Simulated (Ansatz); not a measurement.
# CH7NO3Zr: small, medium and large basis sets

One table from this session's results is given with a row withheld; the runs are named, their logs left out.

The runs use Ansatz 0.2.0, Gaussian basis; one geometry, several basis sets.

Plan: PBE0-D4/def2-SVP; ωB97M-V/def2-SVP; PBE0-D4/def2-QZVPP; ωB97M-V/def2-QZVPP; the functionals' def2-TZVPP values are taken from earlier runs.

## The geometry

All runs share one geometry, relaxed beforehand with PBE0-D4 in a triple-zeta def2 set. Zr takes the def2 core potential; no spin-orbit term is included.

SMILES `C[NH][Zr]([OH])([OH])[OH]`, 13 atoms, charge 0, spin multiplicity 1.

Atoms are counted from 1 here; the program's logs count them from 0.

Bond lengths: C1–N2 1.447 Å, C1–H7 1.094 Å, C1–H8 1.098 Å, C1–H9 1.097 Å, N2–Zr3 2.034 Å, N2–H10 1.012 Å, Zr3–O4 1.946 Å, Zr3–O5 1.937 Å, Zr3–O6 1.939 Å, O4–H11 0.953 Å, O5–H12 0.952 Å, O6–H13 0.952 Å. Angles: N2–C1–H7 110.0°, N2–C1–H8 112.6°, N2–C1–H9 112.4°, H7–C1–H8 107.1°, H7–C1–H9 106.8°, H8–C1–H9 107.7°, C1–N2–Zr3 128.4°, C1–N2–H10 111.5°, Zr3–N2–H10 120.1°, N2–Zr3–O4 110.6°, N2–Zr3–O5 106.2°, N2–Zr3–O6 106.6°, O4–Zr3–O5 109.1°, O4–Zr3–O6 108.3°, O5–Zr3–O6 115.9°, Zr3–O4–H11 149.4°, Zr3–O5–H12 156.3°, Zr3–O6–H13 157.6°.

Coordinates:

```xyz
13
CH7NO3Zr
C     1.2611   -1.3264    1.0735
N     0.9461   -0.6127   -0.1452
Zr   -0.5795    0.6889   -0.4881
O    -2.2007   -0.2705   -0.9767
O    -0.0232    1.7951   -1.9777
O    -0.9019    1.6184    1.1826
H     0.5576   -1.0459    1.8627
H     1.1945   -2.4155    0.9540
H     2.2656   -1.0918    1.4472
H     1.6168   -0.8135   -0.8764
H    -2.6451   -1.0956   -1.1483
H    -0.1378    2.3898   -2.7125
H    -1.3535    2.1797    1.8049
```

Set-up of the first run:

The input, in.yaml:

```yaml
crystal:
  periodic: [false, false, false]
  atoms:
    - {symbol: C, position_ang: [1.261080, -1.326382, 1.073480]}
    - {symbol: N, position_ang: [0.946125, -0.612712, -0.145219]}
    - {symbol: Zr, position_ang: [-0.579468, 0.688872, -0.488071]}
    - {symbol: O, position_ang: [-2.200653, -0.270458, -0.976725]}
    - {symbol: O, position_ang: [-0.023250, 1.795052, -1.977718]}
    - {symbol: O, position_ang: [-0.901876, 1.618444, 1.182597]}
    - {symbol: H, position_ang: [0.557637, -1.045911, 1.862709]}
    - {symbol: H, position_ang: [1.194450, -2.415506, 0.954023]}
    - {symbol: H, position_ang: [2.265648, -1.091778, 1.447197]}
    - {symbol: H, position_ang: [1.616787, -0.813473, -0.876421]}
    - {symbol: H, position_ang: [-2.645114, -1.095629, -1.148266]}
    - {symbol: H, position_ang: [-0.137822, 2.389817, -2.712490]}
    - {symbol: H, position_ang: [-1.353534, 2.179661, 1.804905]}
basis:
  gaussian: {orbitals: def2-SVP}
hamiltonian: {xc: pbe0, dispersion: d4}
output: {orbitals: {seedname: orbitals}}
```

Command:

```console
> ansatz run in.yaml --threads 8 --pin off --events-out ev --progress --plain --max-ram 18278MiB
```

Steps of the session up to this table: PBE0-D4 in def2-SVP; ωB97M-V in def2-SVP; PBE0-D4 in def2-QZVPP; ωB97M-V in def2-QZVPP.

One table of the session follows, with a row left open; its other results are not shown here.

It belongs to the step «Functionals by basis». 

```
functional       basis  HOMO (eV)  LUMO (eV)
   PBE0-D4    def2-SVP      -6.25       0.20
   PBE0-D4  def2-TZVPP      -6.44      -0.06
   PBE0-D4  def2-QZVPP      -6.48      -0.18
   ωB97M-V    def2-SVP      -8.55       1.17
   ωB97M-V  def2-TZVPP          ?          ?
   ωB97M-V  def2-QZVPP      -8.79       0.60
```

**Question.** Estimate the row for ωB97M-V, def2-TZVPP.

As computed: HOMO (eV): -8.75; LUMO (eV): 0.81. In the column «HOMO (eV)» it lies between ωB97M-V, def2-QZVPP (-8.79) and ωB97M-V, def2-SVP (-8.55).
